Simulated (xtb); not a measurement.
# One shape, several levels: C2H6OSi2 (SMILES [SiH3]C1=C[SiH2]O1)

We compute a comparison of 3 runs (GFN-FF, GFN2-xTB, GFN1-xTB) of C2H6OSi2. 

The calculation is run with xtb 6.7.1.

1 further run of the same task is left out (set aside as unsound or not needed).

## (1) The structure to begin with

The species is C2H6OSi2 (11 atoms), meant as a singlet with charge 0. SMILES: `[SiH3]C1=C[SiH2]O1`. The shape is that of a PBE0-D4/def2-TZVP optimisation.

Bond lengths: Si1–C2 1.878 Å, C2–C3 1.350 Å, C3–Si4 1.831 Å, C2–O5 1.399 Å, Si4–O5 1.707 Å, Si1–H6 1.484 Å, Si1–H7 1.484 Å, Si1–H8 1.484 Å, C3–H9 1.077 Å, Si4–H10 1.484 Å, Si4–H11 1.484 Å. Some angles: Si1–C2–C3 132.4°, Si1–C2–O5 118.0°, C3–C2–O5 109.6°, C2–C3–Si4 84.1°, C3–Si4–O5 78.8°, C2–O5–Si4 87.5°, C2–Si1–H6 109.6°, C2–Si1–H7 109.6°, C2–Si1–H8 107.7°, C2–C3–H9 128.1°.

## (2) Energy and gradient at GFN-FF (run 1)

input.xyz

```xyz
11
start
Si    -1.845500     0.430400     0.623600
C     -0.110600     0.029900     0.026400
C      0.908000    -0.656600     0.585800
Si     1.789000    -0.242300    -0.964800
O      0.275800     0.499300    -1.233900
H     -2.020800     1.902800     0.690800
H     -2.839800    -0.140900    -0.319000
H     -2.008700    -0.169800     1.970700
H      0.933800    -1.143300     1.546300
H      2.902700     0.737800    -0.946700
H      2.081400    -1.304400    -1.958700
```

Started as:

```bash
$ xtb input.xyz --grad --uhf 0 --gff --parallel 1 > input.out 2> xtb.err
```

Log:

```text
* xtb version 6.7.1
[...]
         ::                     SUMMARY                     ::
         :::::::::::::::::::::::::::::::::::::::::::::::::::::
         :: total energy              -1.436947444104 Eh    ::
         :: gradient norm              0.099040607083 Eh/a0 ::
         ::.................................................::
         :: bond energy               -1.551491050628 Eh    ::
         :: angle energy               0.107214174586 Eh    ::
         :: torsion energy             0.002962415767 Eh    ::
         :: repulsion energy           0.060362228655 Eh    ::
         :: electrostat energy        -0.050458346991 Eh    ::
         :: dispersion energy         -0.005592763323 Eh    ::
         :: HB energy                 -0.000000000074 Eh    ::
         :: XB energy                  0.000000000000 Eh    ::
         :: bonded atm energy          0.000055897904 Eh    ::
         :: external energy            0.000000000000 Eh    ::
         :: add. restraining           0.000000000000 Eh    ::
         :: total charge              -0.000000000000 e     ::
[...]
molecular dipole:
                 x           y           z       tot (Debye)
 q only:        0.107      -0.357       0.633       1.866
           -------------------------------------------------
          | TOTAL ENERGY               -1.436947444104 Eh   |
          | GRADIENT NORM               0.099040607083 Eh/α |
           -------------------------------------------------
########################################################################
[WARNING] Runtime exception occurred
-1- gfnff_setup: Could not read topology file.
########################################################################
[...]
```

Standard error:

```text
normal termination of xtb
```

It took 0.017 s on 1 thread of AMD EPYC 9R45 (Zen 5), shared host.

## (3) Energy and forces at GFN2-xTB (run 2)

.CHRG

```
0
```

.UHF

```
0
```

mol.coord

```
$coord
     -3.487489562997      0.813338124039      1.178433211317  si
     -0.209003709384      0.056502811126      0.049888769690  c
      1.715871321160     -1.240794173429      1.107001563806  c
      3.380720036956     -0.457880639997     -1.823207765039  si
      0.521186465172      0.943540254026     -2.331733065176  o
     -3.818758552644      3.595770869938      1.305422806891  h
     -5.366444248712     -0.266262410960     -0.602822633756  h
     -3.795892866536     -0.320875495961      3.724083273800  h
      1.764626255176     -2.160523878285      2.922083506509  h
      5.485308021951      1.394239934749     -1.789003722183  h
      3.933275955796     -2.464958756962     -3.701406560304  h
$end
```

Started as:

```bash
$ xtb mol.coord --gfn 2 --json --grad > xtb.out 2> xtb.err
```

Log (excerpt; [...] marks lines left out):

```text
* xtb version 6.7.1
[...]
          :  # basis functions                  38          :
[...]
          :  # electrons                        28          :
[...]
          :  Hamiltonian                  GFN2-xTB          :
[...]
          :  net charge                          0          :
          :  unpaired electrons                  0          :
[...]
   *** convergence criteria satisfied after 14 iterations ***
[...]
         ::                     SUMMARY                     ::
         :::::::::::::::::::::::::::::::::::::::::::::::::::::
         :: total energy             -14.834704218399 Eh    ::
         :: gradient norm              0.059921344194 Eh/a0 ::
         :: HOMO-LUMO gap              3.570968537410 eV    ::
         ::.................................................::
         :: SCC energy               -14.985351320521 Eh    ::
         :: -> isotropic ES            0.051893100690 Eh    ::
         :: -> anisotropic ES          0.001386963637 Eh    ::
         :: -> anisotropic XC          0.004286767100 Eh    ::
         :: -> dispersion             -0.007525698990 Eh    ::
         :: repulsion energy           0.150647102122 Eh    ::
         :: add. restraining           0.000000000000 Eh    ::
         :: total charge              -0.000000000000 e     ::
         :::::::::::::::::::::::::::::::::::::::::::::::::::::
[...]
        14        2.0000           -0.3810932             -10.3701 (HOMO)
        15                         -0.2498625              -6.7991 (LUMO)
[...]
molecular dipole:
                 x           y           z       tot (Debye)
 q only:        0.337      -0.306       0.345
   full:        0.242      -0.226       0.260       1.070
molecular quadrupole (traceless):
[...]
          | TOTAL ENERGY              -14.834704218399 Eh   |
          | GRADIENT NORM               0.059921344194 Eh/α |
          | HOMO-LUMO GAP               3.570968537410 eV   |
           -------------------------------------------------
[...]
```

Standard error:

```text
normal termination of xtb
```

It took 0.029 s on 1 thread of AMD EPYC 9R45 (Zen 5), shared host.

## (4) Energy and forces at GFN1-xTB (run 3)

mol.coord is that of step 3.

Started as:

```bash
$ xtb mol.coord --gfn 1 --grad --json > mol.out
```

Log:

```text
* xtb version 6.7.1
[...]
          :  # basis functions                  44          :
[...]
          :  # electrons                        28          :
[...]
          :  Hamiltonian                  GFN1-xTB          :
[...]
          :  net charge                          0          :
          :  unpaired electrons                  0          :
[...]
   *** convergence criteria satisfied after 11 iterations ***
[...]
         ::                     SUMMARY                     ::
         :::::::::::::::::::::::::::::::::::::::::::::::::::::
         :: total energy             -15.880620481118 Eh    ::
         :: gradient norm              0.060609160455 Eh/a0 ::
         :: HOMO-LUMO gap              3.637121234766 eV    ::
         ::.................................................::
         :: SCC energy               -16.025380622744 Eh    ::
         :: -> electrostatic           0.039629511631 Eh    ::
         :: repulsion energy           0.148688396938 Eh    ::
         :: dispersion energy         -0.003928255311 Eh    ::
         :: halogen bond corr.         0.000000000000 Eh    ::
         :: add. restraining           0.000000000000 Eh    ::
         :: total charge               0.000000000000 e     ::
         :::::::::::::::::::::::::::::::::::::::::::::::::::::
[...]
        14        2.0000           -0.4185247             -11.3886 (HOMO)
        15                         -0.2848630              -7.7515 (LUMO)
[...]
     #   Z sym  total        # sym  WBO       # sym  WBO       # sym  WBO
 ---------------------------------------------------------------------------
     1  14 si   4.028 --     2 c    0.995     8 h    0.930     6 h    0.929
                             7 h    0.929     3 c    0.120
     2   6 c    3.827 --     3 c    1.654     1 si   0.995     5 o    0.921
                             4 si   0.196
     3   6 c    3.954 --     2 c    1.654     4 si   1.048     9 h    0.972
                             1 si   0.120
     4  14 si   4.311 --     5 o    1.157     3 c    1.048    10 h    0.928
                            11 h    0.928     2 c    0.196
     5   8 o    2.283 --     4 si   1.157     2 c    0.921
     6   1 h    0.991 --     1 si   0.929
     7   1 h    0.991 --     1 si   0.929
     8   1 h    0.989 --     1 si   0.930
     9   1 h    1.000 --     3 c    0.972
[...]
          | TOTAL ENERGY              -15.880620481118 Eh   |
          | GRADIENT NORM               0.060609160455 Eh/α |
          | HOMO-LUMO GAP               3.637121234766 eV   |
           -------------------------------------------------
[...]
```

Standard error:

```text
normal termination of xtb
```

Run time: 0.029 s. Hardware: 1 thread of AMD EPYC 9R45 (Zen 5), shared host.

## (5) All runs side by side

| run | level | energy (Eh) | dipole moment (D) | dispersion energy (kJ/mol) | largest force (eV/Å) | wall time |
| --- | --- | --- | --- | --- | --- | --- |
| 1 | GFN-FF | -1.436947 | 1.87 | -14.68 | 4.062 | 0.017 s |
| 2 | GFN2-xTB | -14.834704 | 1.07 | -19.76 | 2.306 | 0.029 s |
| 3 | GFN1-xTB | -15.880620 | 1.43 | -10.31 | 1.599 | 0.029 s |

## (6) What came out

```
                       quantity          value
            run 3: total energy   -15.88062 Eh
           run 3: dipole moment         1.43 D
             run 3: HOMO energy      -11.39 eV
             run 3: LUMO energy       -7.75 eV
           run 3: HOMO–LUMO gap        3.64 eV
       run 3: dispersion energy  -10.31 kJ/mol
run 3: largest force on an atom     1.599 eV/Å
```

The dipole moment (its size) runs from 1.07 D (GFN2-xTB) to 1.87 D (GFN-FF). Force-field and semi-empirical energies have zeros of their own, so their totals don't compare. All runs together took 0.075 s, the longest 0.029 s.
